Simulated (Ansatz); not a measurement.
# RuH₂ (triplet): the correlation ladder at a displaced geometry (v2), def2-SVP

The task here is to estimate one member of a computed series from the others.

The runs use Ansatz 0.2.0, Gaussian basis; def2-SVP, core rule «outside noble gas», up to 4 orbitals frozen.

To be run: UHF; CCSD(T) on ROHF; CCSD(T) on UHF; CISD; CCSDT(Q) on ROHF; CCSDT(Q) on UHF; CASSCF and MRCISD+Q, 10 electrons in 8 orbitals; CASSCF and NEVPT4(SD), 10 electrons in 8 orbitals; CASSCF and NEVPT2, 10 electrons in 8 orbitals.

22 further runs of the same task are left out: 8 that didn't finish, 14 set aside as unsound or not needed.

## The system

The geometry is a PBE0/def2-TZVP stationary point (not a proven minimum) with its atoms shifted at random (size 0.100 Å). No spin-orbit coupling is included. Elements past krypton take def2 core potentials.

3 atoms, charge 0, spin multiplicity 3.

Atoms are counted from 1 here; the program's logs count them from 0.

Bond lengths: Ru1–H2 1.582 Å, Ru1–H3 1.579 Å. Angles: H2–Ru1–H3 75.4°.

Set-up of the first run:

The input, in.yaml:

```yaml
crystal:
  periodic: [false, false, false]
  atoms:
    - {symbol: Ru, position_ang: [0.002475, 0.000153, -0.024334]}
    - {symbol: H, position_ang: [-0.162399, 0.958209, 1.224106]}
    - {symbol: H, position_ang: [-0.085779, -0.973579, 1.215926]}
basis:
  gaussian: {orbitals: def2-SVP}
magnetization: {spin_polarized: true, initial_magnetization: 2}
hamiltonian: {xc: hf}
output: {orbitals: {seedname: orbitals}}
```

Started as:

```bash
$ ansatz run in.yaml --threads 1 --pin off --events-out ev --progress --plain --max-ram 2393MiB
```

Among the steps run: UHF; CCSD(T) on ROHF; CCSD(T) on UHF; CISD; CCSDT(Q) on ROHF; CCSDT(Q) on UHF; CASSCF and MRCISD+Q, 10 electrons in 8 orbitals; CASSCF and NEVPT4(SD), 10 electrons in 8 orbitals; CASSCF and NEVPT2, 10 electrons in 8 orbitals.

One table of the session follows, with a row left open; its other results are not shown here.

It belongs to the step «Misses and costs». 

```
            method  from RCCSDT(Q) (kcal/mol)
              ROHF                    +145.50
               UHF                    +139.73
              RMP2                     +15.52
              UMP2                     +15.75
              CISD                     +15.79
             RCCSD                      +5.41
             UCCSD                      +3.97
          RCCSD(T)                      +0.64
          UCCSD(T)                      -0.68
            RCCSDT                      +0.25
            UCCSDT                      -1.16
         RCCSDT(Q)                          0
         UCCSDT(Q)                          ?
    CASSCF valence                    +111.92
    NEVPT2 valence                     +18.36
NEVPT4(SD) valence                      +3.88
    MRCISD valence                      +8.99
  MRCISD+Q valence                      +2.50
```

Estimate the missing values for UCCSDT(Q).

As computed: from RCCSDT(Q) (kcal/mol): -1.43. In the column «from RCCSDT(Q) (kcal/mol)» it is the lowest.

To keep in mind: Restricted and unrestricted rows rest on different reference determinants; where their highest levels disagree by more than a few hundredths of an eV, they describe different states and don't form one ladder.
